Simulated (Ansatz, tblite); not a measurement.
# Si17H24 off sphere (Si17H22O): charged states by level of theory, part 1 of 3

What does removing or adding an electron cost or gain for Si17H24 off sphere (Si17H22O)? Each charged state is run at several levels.

Program: Ansatz 0.2.0, Gaussian basis. Level of theory: as each input shows. These are calculated values, not measurements.

Plan: charge +1 doublet, at the geometry of the singlet (PBE0-D4/def2-TZVP, PBE-D4/def2-TZVP, revPBE-D4/def2-TZVP); charge -1 doublet, at the geometry of the singlet (PBE0-D4/def2-TZVP, PBE-D4/def2-TZVP, revPBE-D4/def2-TZVP); charge -1 doublet, relaxed (PBE0-D4/def2-TZVP, PBE-D4/def2-TZVP); the starting singlet's energies come from earlier runs.

## Step 1: The relaxed structure

The geometry is that of the singlet, from an earlier relaxation (r2SCAN-D4/def2-SVP).

40 atoms, charge 0, spin multiplicity 1.

Atoms are counted from 1 here; the program's logs count them from 0.

Bond lengths: Si1–Si9 2.352 Å, Si1–Si12 2.352 Å, Si1–H19 1.499 Å, Si1–H20 1.495 Å, Si2–Si11 2.352 Å, Si2–Si13 2.353 Å, Si2–H21 1.499 Å, Si2–H22 1.496 Å, Si3–Si10 2.358 Å, Si3–Si14 2.361 Å, Si3–Si15 2.357 Å, Si3–H23 1.498 Å, Si4–Si11 2.360 Å, Si4–Si14 2.358 Å, Si4–Si16 2.358 Å, Si4–H24 1.498 Å, Si5–Si9 2.352 Å, Si5–Si10 2.352 Å and more. Angles: Si9–Si1–Si12 111.9°, Si9–Si1–H19 108.9°, Si9–Si1–H20 109.5°, Si12–Si1–H19 109.0°, Si12–Si1–H20 109.5°, H19–Si1–H20 107.9°, Si11–Si2–Si13 109.0°, Si11–Si2–H21 107.9°, Si11–Si2–H22 111.7°, Si13–Si2–H21 108.2°, Si13–Si2–H22 111.7°, H21–Si2–H22 108.2°, Si10–Si3–Si14 107.8°, Si10–Si3–Si15 108.8°, Si10–Si3–H23 111.3°, Si14–Si3–Si15 108.5°, Si14–Si3–H23 109.3°, Si15–Si3–H23 111.0° and more.

## Step 2: Charge +1 doublet at the fixed geometry, PBE0-D4/def2-TZVP

File in.yaml:

```yaml
crystal:
  periodic: [false, false, false]
  atoms:
    - {symbol: Si, position_ang: [-1.837580, -2.758608, 2.868742]}
    - {symbol: Si, position_ang: [1.241285, -2.890451, -0.254454]}
    - {symbol: Si, position_ang: [-1.661769, 2.599434, -2.785018]}
    - {symbol: Si, position_ang: [1.128262, -0.145216, -2.818309]}
    - {symbol: Si, position_ang: [-1.594511, -0.198357, -0.099917]}
    - {symbol: Si, position_ang: [1.102645, -0.208334, 2.615743]}
    - {symbol: Si, position_ang: [1.066922, 2.564025, -0.070495]}
    - {symbol: Si, position_ang: [3.818827, -0.118429, -0.059184]}
    - {symbol: Si, position_ang: [-3.006134, -1.483964, 1.273942]}
    - {symbol: Si, position_ang: [-2.963706, 1.174463, -1.430538]}
    - {symbol: Si, position_ang: [-0.235397, -1.529210, -1.478630]}
    - {symbol: Si, position_ang: [-0.273830, -1.460634, 4.052535]}
    - {symbol: Si, position_ang: [2.464200, -1.543416, 1.237367]}
    - {symbol: Si, position_ang: [-0.261501, 1.245828, -4.119950]}
    - {symbol: Si, position_ang: [-0.304343, 3.937294, -1.397717]}
    - {symbol: Si, position_ang: [2.447889, 1.223828, -1.423766]}
    - {symbol: Si, position_ang: [-0.256079, 1.161842, 1.271432]}
    - {symbol: O, position_ang: [-0.262014, 1.272811, -5.669805]}
    - {symbol: H, position_ang: [-2.819860, -3.344818, 3.837294]}
    - {symbol: H, position_ang: [-1.134907, -3.889070, 2.187082]}
    - {symbol: H, position_ang: [2.203388, -3.512160, -1.221578]}
    - {symbol: H, position_ang: [0.519134, -3.989344, 0.458208]}
    - {symbol: H, position_ang: [-2.523714, 3.445321, -3.671268]}
    - {symbol: H, position_ang: [1.999326, -0.980453, -3.706069]}
    - {symbol: H, position_ang: [2.008300, 0.662452, 3.438937]}
    - {symbol: H, position_ang: [1.941208, 3.415831, 0.803378]}
    - {symbol: H, position_ang: [4.737952, -0.931183, -0.919318]}
    - {symbol: H, position_ang: [4.646596, 0.756770, 0.831993]}
    - {symbol: H, position_ang: [-3.860815, -2.376677, 0.426870]}
    - {symbol: H, position_ang: [-3.905340, -0.527207, 1.997437]}
    - {symbol: H, position_ang: [-3.841404, 0.324526, -2.297404]}
    - {symbol: H, position_ang: [-3.839504, 2.000929, -0.537925]}
    - {symbol: H, position_ang: [-1.107772, -2.361429, -2.371846]}
    - {symbol: H, position_ang: [0.556396, -2.347288, 4.929641]}
    - {symbol: H, position_ang: [-1.020564, -0.500833, 4.928800]}
    - {symbol: H, position_ang: [3.333465, -2.412830, 2.098555]}
    - {symbol: H, position_ang: [0.539846, 4.837186, -2.246845]}
    - {symbol: H, position_ang: [-1.175611, 4.787403, -0.523530]}
    - {symbol: H, position_ang: [3.291149, 2.110432, -2.292914]}
    - {symbol: H, position_ang: [-1.160446, 1.989558, 2.138527]}
basis:
  gaussian: {orbitals: def2-TZVP, fitting: {mean_field: def2-universal-jkfit}}
total_charge: 1
magnetization: {spin_polarized: true, initial_magnetization: 1}
hamiltonian: {xc: pbe0, dispersion: d4}
scf: {omitted_lower_state_checks: [starts]}
output: {orbitals: {seedname: orbitals}}
```

The run is started by

```sh
$ ansatz run in.yaml --threads 2 --pin off --events-out ev --progress --plain --max-ram 32768MiB --backend cuda --devices 0, --max-vram 18GiB
```

Output, cut to the lines that bear on the results:

```text
Functional definition: PBE0
  name "PBE0"
  cite "Adamo & Barone, J. Chem. Phys. 110, 6158 (1999) doi:10.1063/1.478522"
  cite "Perdew, Burke & Ernzerhof, Phys. Rev. Lett. 77, 3865 (1996) doi:10.1103/PhysRevLett.77.3865"
  parent pbe
[...]
2649 factors; integrals over basis functions are off by at most 8.8e-1 eV
[...]
mean field -136268.65207010 eV, -5007.7805973665 hartree, gradient 7.0e-6 eV, S^2 0.763245; 0 other end points of the search recorded, 0 dependent functions left out
reference -136268.65215012 eV, -5007.7806003072 hartree; 134, 133 occupied and 658, 659 virtual orbitals, 2649 factors
Total energy: -136271.09176287 eV, -5007.8702544218 hartree
Checks for a lower state left out: starts
```

It took 39 s on 1 × H100 (card shared with other runs) with 2 threads of AMD EPYC 7R13, shared host; peak host memory 1.5 GiB.

HOMO -10.13 eV, LUMO -9.14 eV (over both spins); ⟨S²⟩ 0.763 (pure: 0.75).

## Step 3: Charge +1 doublet at the fixed geometry, PBE-D4/def2-TZVP

start.molden holds the orbitals of an earlier run on this state, given as this run's starting guess.

Edit in.yaml of step 2 so:

```diff
@@ -44,6 +44,6 @@
 basis:
-  gaussian: {orbitals: def2-TZVP, fitting: {mean_field: def2-universal-jkfit}}
+  gaussian: {orbitals: def2-TZVP, fitting: {mean_field: def2-universal-jkfit}, initial_orbitals: start.molden}
 total_charge: 1
 magnetization: {spin_polarized: true, initial_magnetization: 1}
-hamiltonian: {xc: pbe0, dispersion: d4}
+hamiltonian: {xc: pbe, dispersion: d4}
 scf: {omitted_lower_state_checks: [starts]}
```

Same command.

Output, cut to the lines that bear on the results:

```text
Functional definition: PBE
  name "PBE"
  cite "Perdew, Burke & Ernzerhof, Phys. Rev. Lett. 77, 3865 (1996) doi:10.1103/PhysRevLett.77.3865"
  parent pbe
[...]
2649 factors; integrals over basis functions are off by at most 8.8e-1 eV
[...]
mean field -136255.87862515 eV, -5007.3111819226 hartree, gradient 1.5e-5 eV, S^2 0.752521; 0 other end points of the search recorded, 0 dependent functions left out
reference -136255.87873086 eV, -5007.3111858074 hartree; 134, 133 occupied and 658, 659 virtual orbitals, 2649 factors
Total energy: -136258.56379302 eV, -5007.4098600218 hartree
Checks for a lower state left out: starts
```

It took 29 s on 1 × H100 (card shared with other runs) with 2 threads of AMD EPYC 7R13, shared host.

From the report: HOMO -9.36 eV, LUMO -9.28 eV (over both spins); ⟨S²⟩ 0.753 (pure: 0.75).

## Step 4: Charge +1 doublet at the fixed geometry, revPBE-D4/def2-TZVP

Edit in.yaml of step 3 so:

```diff
@@ -47,3 +47,3 @@
 magnetization: {spin_polarized: true, initial_magnetization: 1}
-hamiltonian: {xc: pbe, dispersion: d4}
+hamiltonian: {xc: {name: revPBE}, dispersion: d4}
 scf: {omitted_lower_state_checks: [starts]}
```

Launched as before.

Output, cut to the lines that bear on the results:

```text
Functional definition: revPBE
  name "revPBE"
  cite "Zhang & Yang, Phys. Rev. Lett. 80, 890 (1998) doi:10.1103/PhysRevLett.80.890"
  cite "Perdew, Burke & Ernzerhof, Phys. Rev. Lett. 77, 3865 (1996) doi:10.1103/PhysRevLett.77.3865"
[...]
2649 factors; integrals over basis functions are off by at most 8.8e-1 eV
[...]
mean field -136298.39613017 eV, -5008.8736714126 hartree, gradient 5.3e-6 eV, S^2 0.752834; 0 other end points of the search recorded, 0 dependent functions left out
reference -136298.39626269 eV, -5008.8736762827 hartree; 134, 133 occupied and 658, 659 virtual orbitals, 2649 factors
Total energy: -136303.90564622 eV, -5009.0761423929 hartree
Checks for a lower state left out: starts
```

It took 27 s on 1 × H100 (card shared with other runs) with 2 threads of AMD EPYC 7R13, shared host; peak host memory 1.4 GiB.

Report: HOMO -9.32 eV, LUMO -9.24 eV (over both spins); ⟨S²⟩ 0.753 (pure: 0.75).

## Step 5: Vertical ionisation energy

Charged state less starting state, singlet to doublet; the starting state's energies are those of its earlier runs.

```tsv
level	vertical ionisation energy (eV)	time
PBE-D4/def2-TZVP	+7.70	46 s
revPBE-D4/def2-TZVP	+7.74	45 s
PBE0-D4/def2-TZVP	+8.08	52 s
```

Times add the two runs; a level without a time comes out of a correlated run.

Beside −ε(HOMO) of the starting state:

```tsv
level	−ε(HOMO) (eV)	by difference (eV)	mismatch (eV)
PBE-D4/def2-TZVP	5.79	7.70	-1.92
revPBE-D4/def2-TZVP	5.73	7.74	-2.02
PBE0-D4/def2-TZVP	6.90	8.08	-1.18
```

## Step 6: Charge -1 doublet at the fixed geometry, PBE0-D4/def2-TZVP

Edit in.yaml of step 4 so:

```diff
@@ -44,6 +44,6 @@
 basis:
-  gaussian: {orbitals: def2-TZVP, fitting: {mean_field: def2-universal-jkfit}, initial_orbitals: start.molden}
-total_charge: 1
+  gaussian: {orbitals: def2-TZVP, fitting: {mean_field: def2-universal-jkfit}}
+total_charge: -1
 magnetization: {spin_polarized: true, initial_magnetization: 1}
-hamiltonian: {xc: {name: revPBE}, dispersion: d4}
+hamiltonian: {xc: pbe0, dispersion: d4}
 scf: {omitted_lower_state_checks: [starts]}
```

The command is unchanged.

Output, cut to the lines that bear on the results:

```text
Functional definition: PBE0
  name "PBE0"
  cite "Adamo & Barone, J. Chem. Phys. 110, 6158 (1999) doi:10.1063/1.478522"
  cite "Perdew, Burke & Ernzerhof, Phys. Rev. Lett. 77, 3865 (1996) doi:10.1103/PhysRevLett.77.3865"
  parent pbe
[...]
2649 factors; integrals over basis functions are off by at most 8.8e-1 eV
[...]
mean field -136278.27388545 eV, -5008.1341925584 hartree, gradient 5.1e-5 eV, S^2 0.755833; 0 other end points of the search recorded, 0 dependent functions left out
reference -136278.27396024 eV, -5008.1341953070 hartree; 135, 134 occupied and 657, 658 virtual orbitals, 2649 factors
Total energy: -136280.84198559 eV, -5008.2285684981 hartree
Checks for a lower state left out: starts
```

It took 37 s on 1 × H100 (card shared with other runs) with 2 threads of AMD EPYC 7R13, shared host; peak host memory 1.4 GiB.

HOMO -0.49 eV, LUMO 1.15 eV (over both spins); ⟨S²⟩ 0.756 (pure: 0.75).

## Step 7: Charge -1 doublet at the fixed geometry, PBE-D4/def2-TZVP

Edit in.yaml of step 6 so:

```diff
@@ -44,6 +44,6 @@
 basis:
-  gaussian: {orbitals: def2-TZVP, fitting: {mean_field: def2-universal-jkfit}}
+  gaussian: {orbitals: def2-TZVP, fitting: {mean_field: def2-universal-jkfit}, initial_orbitals: start.molden}
 total_charge: -1
 magnetization: {spin_polarized: true, initial_magnetization: 1}
-hamiltonian: {xc: pbe0, dispersion: d4}
+hamiltonian: {xc: pbe, dispersion: d4}
 scf: {omitted_lower_state_checks: [starts]}
```

The command is unchanged.

Output, cut to the lines that bear on the results:

```text
Functional definition: PBE
  name "PBE"
  cite "Perdew, Burke & Ernzerhof, Phys. Rev. Lett. 77, 3865 (1996) doi:10.1103/PhysRevLett.77.3865"
  parent pbe
[...]
2649 factors; integrals over basis functions are off by at most 8.8e-1 eV
[...]
mean field -136265.15120943 eV, -5007.6519431098 hartree, gradient 2.9e-5 eV, S^2 0.753037; 0 other end points of the search recorded, 0 dependent functions left out
reference -136265.15130815 eV, -5007.6519467376 hartree; 135, 134 occupied and 657, 658 virtual orbitals, 2649 factors
Total energy: -136267.97865919 eV, -5007.7558499720 hartree
Checks for a lower state left out: starts
```

Run time: 30 s. Hardware: 1 × H100 (card shared with other runs) with 2 threads of AMD EPYC 7R13, shared host.

From the report: HOMO 0.06 eV, LUMO 0.49 eV (over both spins); ⟨S²⟩ 0.753 (pure: 0.75). Doubts: highest occupied level lies above zero.

## Step 8: Charge -1 doublet at the fixed geometry, revPBE-D4/def2-TZVP

Edit in.yaml of step 7 so:

```diff
@@ -47,3 +47,3 @@
 magnetization: {spin_polarized: true, initial_magnetization: 1}
-hamiltonian: {xc: pbe, dispersion: d4}
+hamiltonian: {xc: {name: revPBE}, dispersion: d4}
 scf: {omitted_lower_state_checks: [starts]}
```

The command is unchanged.

Output, cut to the lines that bear on the results:

```text
Functional definition: revPBE
  name "revPBE"
  cite "Zhang & Yang, Phys. Rev. Lett. 80, 890 (1998) doi:10.1103/PhysRevLett.80.890"
  cite "Perdew, Burke & Ernzerhof, Phys. Rev. Lett. 77, 3865 (1996) doi:10.1103/PhysRevLett.77.3865"
[...]
2649 factors; integrals over basis functions are off by at most 8.8e-1 eV
[...]
mean field -136307.54853061 eV, -5009.2100159252 hartree, gradient 2.5e-5 eV, S^2 0.753599; 0 other end points of the search recorded, 0 dependent functions left out
reference -136307.54865391 eV, -5009.2100204562 hartree; 135, 134 occupied and 657, 658 virtual orbitals, 2649 factors
Total energy: -136313.39194266 eV, -5009.4247573573 hartree
Checks for a lower state left out: starts
```

Run time: 26 s. Hardware: 1 × H100 (card shared with other runs) with 2 threads of AMD EPYC 7R13, shared host.

From the report: HOMO 0.13 eV, LUMO 0.59 eV (over both spins); ⟨S²⟩ 0.754 (pure: 0.75). Doubts: highest occupied level lies above zero.

## Step 9: Vertical electron affinity

Starting state less charged state (positive: the electron is bound), singlet to doublet; the starting state's energies are those of its earlier runs.

```tsv
level	vertical electron affinity (eV)	time
PBE-D4/def2-TZVP	+1.71	47 s
revPBE-D4/def2-TZVP	+1.74	44 s
PBE0-D4/def2-TZVP	+1.67	50 s
```

Times add the two runs; a level without a time comes out of a correlated run.

Beside −ε(LUMO) of the starting state:

```tsv
level	−ε(LUMO) (eV)	by difference (eV)	mismatch (eV)
PBE-D4/def2-TZVP	3.36	1.71	+1.65
revPBE-D4/def2-TZVP	3.28	1.74	+1.53
PBE0-D4/def2-TZVP	2.67	1.67	+1.00
```

(Continued in part 2 of 3.)
